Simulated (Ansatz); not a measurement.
# C2H7BFN: how energies converge with the basis set

Aim: see how fast density functionals converge with the basis set for C2H7BFN.

Computed with Ansatz 0.2.0, Gaussian basis. Level: one geometry, several basis sets.

Levels to be run: PBE0-D4/def2-SVP; ωB97M-V/def2-SVP; PBE0-D4/def2-QZVPP; ωB97M-V/def2-QZVPP; the functionals' def2-TZVPP values are taken from earlier runs.

### 1 Structure used throughout

The geometry comes from an earlier relaxation with PBE0-D4 in a triple-zeta def2 set; it is a stationary point, not always the lowest conformer.

SMILES `CN(C)BF`, 12 atoms, charge 0, spin multiplicity 1.

Atoms are counted from 1 here; the program's logs count them from 0.

Bond lengths: C1–N2 1.442 Å, C1–H6 1.096 Å, C1–H7 1.090 Å, C1–H8 1.096 Å, N2–C3 1.444 Å, N2–B4 1.390 Å, C3–H9 1.096 Å, C3–H10 1.096 Å, C3–H11 1.089 Å, B4–F5 1.341 Å, B4–H12 1.197 Å. Angles: N2–C1–H6 111.0°, N2–C1–H7 109.9°, N2–C1–H8 111.0°, H6–C1–H7 108.5°, H6–C1–H8 107.7°, H7–C1–H8 108.5°, C1–N2–C3 114.5°, C1–N2–B4 122.2°, C3–N2–B4 123.3°, N2–C3–H9 110.8°, N2–C3–H10 110.8°, N2–C3–H11 110.1°, H9–C3–H10 107.7°, H9–C3–H11 108.7°, H10–C3–H11 108.7°, N2–B4–F5 120.0°, N2–B4–H12 121.3°, F5–B4–H12 118.7°.

Geometry (Å):

```
atom     x (Å)     y (Å)     z (Å)
  C1  -0.78782   1.08854   0.18444
  N2   0.14910   0.02647  -0.08425
  C3  -0.23876  -1.26117   0.44123
  B4   1.32621   0.23926  -0.79311
  F5   2.16669  -0.78133  -1.01790
  H6  -0.92540   1.22840   1.26303
  H7  -0.42303   2.02267  -0.24183
  H8  -1.76924   0.86703  -0.25102
  H9  -0.35046  -1.21970   1.53074
 H10  -1.19818  -1.58130   0.01905
 H11   0.51552  -2.00706   0.19668
 H12   1.61216   1.32309  -1.21307
```

### 2 PBE0-D4 in def2-SVP

in.yaml

```yaml
crystal:
  periodic: [false, false, false]
  atoms:
    - {symbol: C, position_ang: [-0.787818, 1.088536, 0.184436]}
    - {symbol: N, position_ang: [0.149100, 0.026473, -0.084248]}
    - {symbol: C, position_ang: [-0.238758, -1.261172, 0.441233]}
    - {symbol: B, position_ang: [1.326209, 0.239258, -0.793109]}
    - {symbol: F, position_ang: [2.166693, -0.781327, -1.017897]}
    - {symbol: H, position_ang: [-0.925399, 1.228399, 1.263029]}
    - {symbol: H, position_ang: [-0.423028, 2.022669, -0.241831]}
    - {symbol: H, position_ang: [-1.769243, 0.867034, -0.251025]}
    - {symbol: H, position_ang: [-0.350460, -1.219701, 1.530744]}
    - {symbol: H, position_ang: [-1.198177, -1.581299, 0.019053]}
    - {symbol: H, position_ang: [0.515517, -2.007061, 0.196679]}
    - {symbol: H, position_ang: [1.612163, 1.323093, -1.213065]}
basis:
  gaussian: {orbitals: def2-SVP}
hamiltonian: {xc: pbe0, dispersion: d4}
output: {orbitals: {seedname: orbitals}}
```

After this run come: ωB97M-V in def2-SVP; PBE0-D4 in def2-QZVPP; ωB97M-V in def2-QZVPP.

**Question.** What will the summary of the whole plan be? Wanted: PBE0-D4: double and triple zeta above quadruple; ωB97M-V: double and triple zeta above quadruple.

**Answer**, as computed:

```
                                       quantity          value
PBE0-D4: double and triple zeta above quadruple  8.48, 0.40 eV
ωB97M-V: double and triple zeta above quadruple  8.78, 0.38 eV
```

What this shows: For PBE0-D4 the step from double to triple zeta gains 8.08 eV and the next only 0.40 eV. These are total energies; as a rule much of such shifts cancels in differences, which this series doesn't test. The LUMO of ωB97M-V is positive and keeps falling with the basis (3.19 to 1.77 eV): an unbound level that the basis holds in place.
